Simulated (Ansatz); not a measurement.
**WSe2: properties at the relaxed cell**

An exercise on one series of results from a longer session: the logs are not shown, and one member is left open.

Method: DFT r2SCAN+D3(BJ), scalar-relativistic, plane waves, PAW, in Ansatz 0.2.0.

### The structure to begin with

It takes space group P6_3/mmc (No. 194, hexagonal). Conventional cell: a = 3.297 Å, b = 3.297 Å, c = 13.081 Å, α = 90.00°, β = 90.00°, γ = 120.00°. W (site symmetry -6m2) is surrounded by 6 Se at 2.53 Å. Se (site symmetry 3m) is surrounded by 3 W at 2.53 Å.

As a file:

```
W Se
1.0
     3.29738    0.00000    0.00000
    -1.64869    2.85561    0.00000
     0.00000    0.00000   13.08147
W Se
2 4
Direct
  0.33333 0.66667 0.25000
  0.66667 0.33333 0.75000
  0.33333 0.66667 0.62279
  0.66667 0.33333 0.12279
  0.33333 0.66667 0.87721
  0.66667 0.33333 0.37721
```

This cell was relaxed beforehand with the same method: volume 20.53 Å³/atom, gap on the mesh 1.23 eV.

Set-up of the first run:

input.yaml reads:

```yaml
crystal:
  lattice:
    - [3.2640706816, 0.0, 0.0]
    - [-1.6320353408, 2.82676813, 0.0]
    - [0.0, 0.0, 12.949325507]
  atoms:
    - { symbol: W, position: [0.3333333333, 0.6666666667, 0.25] }
    - { symbol: W, position: [0.6666666667, 0.3333333333, 0.75] }
    - { symbol: Se, position: [0.3333333333, 0.6666666667, 0.6227906168] }
    - { symbol: Se, position: [0.6666666667, 0.3333333333, 0.1227906168] }
    - { symbol: Se, position: [0.3333333333, 0.6666666667, 0.8772093832] }
    - { symbol: Se, position: [0.6666666667, 0.3333333333, 0.3772093832] }
basis:
  ecutwfc: 500
kpoints:
  mp_grid: { grid: [9, 9, 2] }
hamiltonian:
  xc: r2scan
  dispersion: d3bj
scf:
  occupations: { method: gaussian, width: 0.02 }
output:
  forces: true
  stress: true
  eigenvalues: true
relax:
  adjacent_minimum: "off"
  f_tol: 0.01
  max_steps: 30
  cell: { stress_tol: 0.1, fix: [volume] }
```

Run with:

```bash
> ansatz run input.yaml --threads 4 --pin off --max-ram 10240MiB --backend cpu --events-out ev --progress --plain --runs-dir out
```

Among the steps run: Volume × 0.97; Point at V/V0 = 1.03; Point at V/V0 = 0.94; The cell scaled to 1.06 of its volume; The cell scaled to 0.91 of its volume; The cell scaled to 1.10 of its volume; The cell scaled to 0.88 of its volume.

One of the session's tables, all rows but one given; the rest of the session is left out.

It belongs to the step «Fit of the equation of state». 

```
volume (Å³/atom)  energy above the lowest point (meV/atom)  pressure (GPa)  gap on the mesh (eV)
          18.066                                      61.7            9.84                  0.85
          18.682                                      30.9            6.33                  0.95
          19.298                                      12.1            3.57                  1.05
          19.913                                         ?               ?                     ?
          20.529                                       0.0           -0.03                  1.23
          21.145                                       2.1           -0.99                  1.33
          21.761                                       7.3           -1.61                  1.42
          22.582                                      16.6           -1.94                  1.48
```

Q: Estimate the row for volume (Å³/atom) = 19.913 from the others.

Worked estimate for «energy above the lowest point (meV/atom)». A straight line through the neighbours (19.298, 12.1) and (20.529, 0.0) gives 12.1 + (0.0 − 12.1) × (19.913 − 19.298) / (20.529 − 19.298) = 6.1; a parabola fitted to 4 rows on both sides gives 2.6.

As computed: energy above the lowest point (meV/atom): 2.6; pressure (GPa): 1.48; gap on the mesh (eV): 1.14. In «energy above the lowest point (meV/atom)» the line misses by +3.5 and the parabola by 0.0.

To keep in mind: Warnings in the runs' records: dispersion damping borrowed.
